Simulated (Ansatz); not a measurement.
**OF (Oxygen monofluoride): UCAM-B3LYP/STO-3G**

Aim: the electronic atomisation energy of OF (Oxygen monofluoride) at UCAM-B3LYP/STO-3G, from 3 runs. 

The results are computed with Ansatz 0.2.0.

48 further runs of the same task are left out: 7 that didn't finish, 41 set aside as unsound or not needed.

## Step 1: Starting point

OF: 2 atoms, total charge 0, spin state doublet. As SMILES, `[O]F`. Geometry: relaxed at PBE0-D4/def2-TZVP.

Bond lengths: O1–F2 1.330 Å.

## Step 2: A single-point energy at UCAM-B3LYP/STO-3G

input.yaml

```yaml
crystal:
  periodic: [false, false, false]
  atoms:
    - {symbol: O, position_ang: [0.000000, 0.000000, -0.015950]}
    - {symbol: F, position_ang: [-0.000000, -0.000000, 1.314400]}
basis:
  gaussian:
    orbitals: STO-3G
magnetization:
  spin_polarized: true
  initial_magnetization: 1
hamiltonian:
  xc: {name: CAM-B3LYP}
accuracy: high
```

The run is started by

```
$ ansatz run input.yaml --threads 1 --pin off --max-ram 3480MiB --events-out events.jsonl --progress --plain --runs-dir runs
```

The program printed:

```text
Warning: RAYON_NUM_THREADS=1 ignored (pool sized by the plan → 1); use --threads N
Functional definition: CAM-B3LYP
  name "CAM-B3LYP"
  parameter alpha = 0.19
  parameter beta = 0.46
  parameter omega = 0.33/bohr
  parameter ac = 0.81
  exchange = (1 - alpha - beta)*b88_x + beta*b88_x_sr(omega) + alpha*exact_x + beta*exact_x_lr(omega)
  correlation = (1 - ac)*vwn5_c + ac*lyp_c
149 factors; integrals over basis functions are off by at most 3.2e-8 eV
82 factors; integrals over basis functions are off by at most 2.7e-9 eV
mean field evaluation 1: about -4689.9431 eV, gradient 1.1e1 eV
mean field evaluation 2: about -4690.0781 eV, gradient 1.1e1 eV
mean field evaluation 4: about -4690.8263 eV, gradient 5.5e-1 eV
mean field evaluation 8: about -4690.8276 eV, gradient 1.2e-2 eV
mean field evaluation 16: about -4690.8276 eV, gradient 1.8e-7 eV
mean field -4690.82763617 eV, -172.3847360722 hartree, gradient 1.5e-8 eV, S^2 0.750756; 0 other end points of the search recorded, 0 dependent functions left out
reference -4690.82764146 eV, -172.3847362667 hartree; 9, 8 occupied and 1, 2 virtual orbitals, 149 factors
Total energy: -4690.82764146 eV, -172.3847362667 hartree
```

Run time: 0.66 s. Hardware: 1 thread of Intel Xeon 6975P-C (Granite Rapids), shared host.

## Step 3: The F atom, same level

run.yaml

```yaml
crystal:
  periodic: [false, false, false]
  atoms:
    - symbol: F
      position_ang: [0.000000, 0.000000, 0.000000]
basis:
  gaussian:
    orbitals: STO-3G
magnetization:
  spin_polarized: true
  initial_magnetization: 1
hamiltonian:
  xc: {name: CAM-B3LYP}
accuracy: high
```

Run the same way, it converges to -98.23985 Eh (log not shown).

## Step 4: The O atom, same level

in.yaml

```yaml
crystal:
  periodic: [false, false, false]
  atoms:
    - symbol: O
      position_ang: [0.000000, 0.000000, 0.000000]
basis:
  gaussian:
    orbitals: STO-3G
magnetization:
  spin_polarized: true
  initial_magnetization: 2
hamiltonian:
  xc: {name: CAM-B3LYP}
accuracy: high
```

The run is started by

```
$ ansatz run in.yaml --threads 1 --pin off --max-ram 3480MiB --events-out events.jsonl --progress --plain --runs-dir runs
```

The program printed:

```text
Warning: RAYON_NUM_THREADS=1 ignored (pool sized by the plan → 1); use --threads N
Functional definition: CAM-B3LYP
  name "CAM-B3LYP"
  parameter alpha = 0.19
  parameter beta = 0.46
  parameter omega = 0.33/bohr
  parameter ac = 0.81
  exchange = (1 - alpha - beta)*b88_x + beta*b88_x_sr(omega) + alpha*exact_x + beta*exact_x_lr(omega)
  correlation = (1 - ac)*vwn5_c + ac*lyp_c
15 factors; integrals over basis functions are off by at most 1.1e-9 eV
15 factors; integrals over basis functions are off by at most 4.7e-10 eV
mean field evaluation 1: about -2013.8448 eV, gradient 7.5e-12 eV
mean field evaluation 2: about -2013.8454 eV, gradient 9.8e-12 eV
mean field -2013.84542189 eV, -74.0074542210 hartree, gradient 0.0e0 eV, S^2 2.000000; 0 other end points of the search recorded, 0 dependent functions left out
reference -2013.84542680 eV, -74.0074544013 hartree; 5, 3 occupied and 0, 2 virtual orbitals, 15 factors
Total energy: -2013.84542680 eV, -74.0074544013 hartree
```

Wall time 0.16 s (1 thread of Intel Xeon 6975P-C (Granite Rapids), shared host).

## Step 5: What came out

At UCAM-B3LYP/STO-3G:

```
                     quantity          value
       molecule: total energy  -172.38474 Eh
               molecule: ⟨S²⟩          0.751
         F atom: total energy   -98.23985 Eh
                 F atom: ⟨S²⟩          0.750
         O atom: total energy   -74.00745 Eh
                 O atom: ⟨S²⟩          2.000
electronic atomisation energy       3.740 eV
```

**Reading.** Taking the molecule apart into free atoms costs 3.74 eV (361 kJ/mol), before zero-point energy and without spin-orbit coupling. In a minimal basis such a difference can be off by several eV, whatever the method.
